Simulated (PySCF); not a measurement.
# Tl⁺: excitation energy in x2c-QZVPPall

Each state of thallium is computed at each level; their differences give the excitation energy. How far do the methods differ?

The numbers are computed with PySCF 2.14.0 (unrestricted determinants in a Gaussian basis, no spin-orbit coupling in the energies), except any that are marked as measured or tabulated.

## 1. Starting point

| Property | Result |
| --- | --- |
| Element | thallium (Z = 81) |
| Basis | x2c-QZVPPall (16s10p9d6f1g, 142 functions) |
| Hamiltonian | scalar relativity by spin-free X2C-1e |
| State 1 | Tl⁺: [Xe] 4f14 5d10 6s1 6p1, high-spin 3P determinant (an excited configuration) |
| Needed too, but not shown | Tl⁺ [Xe] 4f14 5d10 6s2 (1S) |
| Methods | UHF, LDA, PBE, PBE0, r2SCAN, MP2 |
| Core shells frozen in the correlated runs | valence: [Xe] 4f14 5d10; valence and next inner shell: [Kr] 4d10 4f14 (for Tl⁺) |

The outer shells:

Tl+ [Xe] 4f14 5d10 6s1 6p1
```
[Xe] core
4f [↑↓][↑↓][↑↓][↑↓][↑↓][↑↓][↑↓]
5d [↑↓][↑↓][↑↓][↑↓][↑↓]
6s [↑ ]
6p [↑ ][  ][  ]
```

The runs were made by one driver on top of PySCF. The scripts below sum up each run's settings (the driver also hands on starting orbitals that pick excited configurations, and frozen orbitals as a list rather than a count), and the logs come from the driver's own runs. The driver starts from symmetry-adapted Hartree-Fock orbitals, holds the occupation by maximum overlap and uses a logarithmic radial grid for functionals, so a plain start would take other cycles.

The integrals over 142 functions and the set-up took 11 s of CPU time.

## 2. Tl⁺ [Xe] 4f14 5d10 6s1 6p1: the ladder of methods

Level: UHF.

input.py

```python
from pyscf import gto, scf, dft, mp, cc
import basis_set_exchange as bse
mol = gto.M(atom="Tl 0 0 0", charge=1, spin=2, symmetry="D2h",
            basis=gto.basis.parse(bse.get_basis("x2c-QZVPPall", elements=["Tl"], fmt="nwchem")),
            nucmod="G")
mf = scf.UHF(mol).sfx2c1e()
mf.irrep_nelec = {'Ag': (12, 11), 'B1g': (3, 3), 'B2g': (3, 3), 'B3g': (3, 3), 'Au': (1, 1), 'B1u': (6, 6), 'B2u': (7, 6), 'B3u': (6, 6)}
mf.kernel()
```

Level: LDA.

input.py differs from the last one in:

```diff
@@ -5,3 +5,3 @@
             nucmod="G")
-mf = scf.UHF(mol).sfx2c1e()
+mf = dft.UKS(mol, xc="LDA,VWN").sfx2c1e()
 mf.irrep_nelec = {'Ag': (12, 11), 'B1g': (3, 3), 'B2g': (3, 3), 'B3g': (3, 3), 'Au': (1, 1), 'B1u': (6, 6), 'B2u': (7, 6), 'B3u': (6, 6)}
```

Level: PBE.

input.py differs from the last one in:

```diff
@@ -5,3 +5,3 @@
             nucmod="G")
-mf = dft.UKS(mol, xc="LDA,VWN").sfx2c1e()
+mf = dft.UKS(mol, xc="PBE").sfx2c1e()
 mf.irrep_nelec = {'Ag': (12, 11), 'B1g': (3, 3), 'B2g': (3, 3), 'B3g': (3, 3), 'Au': (1, 1), 'B1u': (6, 6), 'B2u': (7, 6), 'B3u': (6, 6)}
```

Level: PBE0.

input.py differs from the last one in:

```diff
@@ -5,3 +5,3 @@
             nucmod="G")
-mf = dft.UKS(mol, xc="PBE").sfx2c1e()
+mf = dft.UKS(mol, xc="PBE0").sfx2c1e()
 mf.irrep_nelec = {'Ag': (12, 11), 'B1g': (3, 3), 'B2g': (3, 3), 'B3g': (3, 3), 'Au': (1, 1), 'B1u': (6, 6), 'B2u': (7, 6), 'B3u': (6, 6)}
```

Level: r2SCAN.

input.py differs from the last one in:

```diff
@@ -5,3 +5,3 @@
             nucmod="G")
-mf = dft.UKS(mol, xc="PBE0").sfx2c1e()
+mf = dft.UKS(mol, xc="R2SCAN").sfx2c1e()
 mf.irrep_nelec = {'Ag': (12, 11), 'B1g': (3, 3), 'B2g': (3, 3), 'B3g': (3, 3), 'Au': (1, 1), 'B1u': (6, 6), 'B2u': (7, 6), 'B3u': (6, 6)}
```

Level: MP2 (valence).

input.py differs from the last one in:

```diff
@@ -5,4 +5,5 @@
             nucmod="G")
-mf = dft.UKS(mol, xc="R2SCAN").sfx2c1e()
+mf = scf.UHF(mol).sfx2c1e()
 mf.irrep_nelec = {'Ag': (12, 11), 'B1g': (3, 3), 'B2g': (3, 3), 'B3g': (3, 3), 'Au': (1, 1), 'B1u': (6, 6), 'B2u': (7, 6), 'B3u': (6, 6)}
 mf.kernel()
+mp.UMP2(mf, frozen=39).kernel()
```

Level: MP2 (valence and next inner shell).

input.py differs from the last one in:

```diff
@@ -8,2 +8,2 @@
 mf.kernel()
-mp.UMP2(mf, frozen=39).kernel()
+mp.UMP2(mf, frozen=30).kernel()
```

**Question.** What will these runs give?

As calculated:

| quantity | value |
| --- | --- |
| excitation energy, Tl⁺ → [Xe] 4f14 5d10 6s1 6p1 | UHF 5.633, MP2 (valence and next inner shell) 7.445 eV; reference 7.098 |

Accuracy by level (over 1 difference):

```csv
method,mean absolute miss against the measured value (with the measured fine structure taken into account where it is known) (eV)
UHF,1.465
LDA,0.581
PBE,0.329
PBE0,0.021
r2SCAN,0.054
MP2 (valence),0.951
SCS-MP2 (valence),0.797
MP2 (valence and next inner shell),0.346
SCS-MP2 (valence and next inner shell),0.338
```

Against experiment PBE0 comes closest (off by 0.02 eV) and UHF is farthest (1.47 eV). PBE is off by +0.33 eV. All values hold for this basis alone; no basis-set limit was taken.
